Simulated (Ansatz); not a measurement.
# C5F3O5PW: basis-set convergence

The task here is to estimate one member of a computed series from the others.

Program: Ansatz 0.2.0, Gaussian basis. Level of theory: one geometry, several basis sets. These are calculated values, not measurements.

Levels to be run: PBE0-D4/def2-SVP; ωB97M-V/def2-SVP; PBE0-D4/def2-QZVPP; ωB97M-V/def2-QZVPP; the functionals' def2-TZVPP values are taken from earlier runs.

### The relaxed structure

The geometry comes from an earlier relaxation with PBE0-D4 in a triple-zeta def2 set; it is a stationary point, not always the lowest conformer. W takes the def2 core potential; no spin-orbit term is included.

SMILES `[O+]#[C][W-6]([C]#[O+])([C]#[O+])([C]#[O+])([C]#[O+])[P+](F)(F)F`, 15 atoms, charge 0, spin multiplicity 1.

Atoms are counted from 1 here; the program's logs count them from 0.

Bond lengths: O1–C2 1.138 Å, C2–W3 2.058 Å, W3–C4 2.056 Å, W3–C6 2.047 Å, W3–C8 2.056 Å, W3–C10 2.058 Å, W3–P12 2.384 Å, C4–O5 1.138 Å, C6–O7 1.138 Å, C8–O9 1.138 Å, C10–O11 1.138 Å, P12–F13 1.558 Å, P12–F14 1.558 Å, P12–F15 1.558 Å. Angles: O1–C2–W3 179.9°, C2–W3–C4 180.0°, C2–W3–C6 89.9°, C2–W3–C8 90.0°, C2–W3–C10 90.0°, C2–W3–P12 90.5°, C4–W3–C6 90.1°, C4–W3–C8 90.0°, C4–W3–C10 90.0°, C4–W3–P12 89.4°, C6–W3–C8 90.1°, C6–W3–C10 89.9°, C6–W3–P12 179.4°, C8–W3–C10 180.0°, C8–W3–P12 89.5°, C10–W3–P12 90.4°, W3–C4–O5 180.0°, W3–C6–O7 179.9° and more.

The first run:

File in.yaml:

```yaml
crystal:
  periodic: [false, false, false]
  atoms:
    - {symbol: O, position_ang: [2.789045, -1.160541, 1.151335]}
    - {symbol: C, position_ang: [1.888134, -0.621712, 0.713093]}
    - {symbol: W, position_ang: [0.256140, 0.349448, -0.079631]}
    - {symbol: C, position_ang: [-1.374949, 1.318790, -0.871275]}
    - {symbol: O, position_ang: [-2.277798, 1.855425, -1.309691]}
    - {symbol: C, position_ang: [1.414533, 1.998744, -0.436643]}
    - {symbol: O, position_ang: [2.057288, 2.916331, -0.634700]}
    - {symbol: C, position_ang: [-0.214837, 1.079065, 1.784003]}
    - {symbol: O, position_ang: [-0.475178, 1.482610, 2.815801]}
    - {symbol: C, position_ang: [0.727422, -0.382073, -1.944361]}
    - {symbol: O, position_ang: [0.987371, -0.788539, -2.974567]}
    - {symbol: P, position_ang: [-1.111092, -1.556708, 0.343209]}
    - {symbol: F, position_ang: [-0.592084, -2.686420, 1.282608]}
    - {symbol: F, position_ang: [-1.567793, -2.455734, -0.844765]}
    - {symbol: F, position_ang: [-2.506182, -1.348659, 1.005585]}
basis:
  gaussian: {orbitals: def2-SVP}
hamiltonian: {xc: pbe0, dispersion: d4}
output: {orbitals: {seedname: orbitals}}
```

Started as:

```console
$ ansatz run in.yaml --threads 4 --pin off --events-out ev --progress --plain --max-ram 46080MiB --backend cpu
```

Steps of the session up to this table: PBE0-D4 in def2-SVP; ωB97M-V in def2-SVP; PBE0-D4 in def2-QZVPP; ωB97M-V in def2-QZVPP.

One of the session's tables, all rows but one given; the rest of the session is left out.

It belongs to the step «Functionals by basis». 

```
functional       basis  HOMO (eV)  LUMO (eV)
   PBE0-D4    def2-SVP      -7.23      -1.94
   PBE0-D4  def2-TZVPP      -7.23      -1.99
   PBE0-D4  def2-QZVPP          ?          ?
   ωB97M-V    def2-SVP      -8.87       0.16
   ωB97M-V  def2-TZVPP      -8.91       0.07
   ωB97M-V  def2-QZVPP      -8.94       0.03
```

**Question.** Estimate the row for PBE0-D4, def2-QZVPP.

As computed: HOMO (eV): -7.26; LUMO (eV): -2.02. In the column «HOMO (eV)» it lies between ωB97M-V, def2-SVP (-8.87) and PBE0-D4, def2-SVP (-7.23).
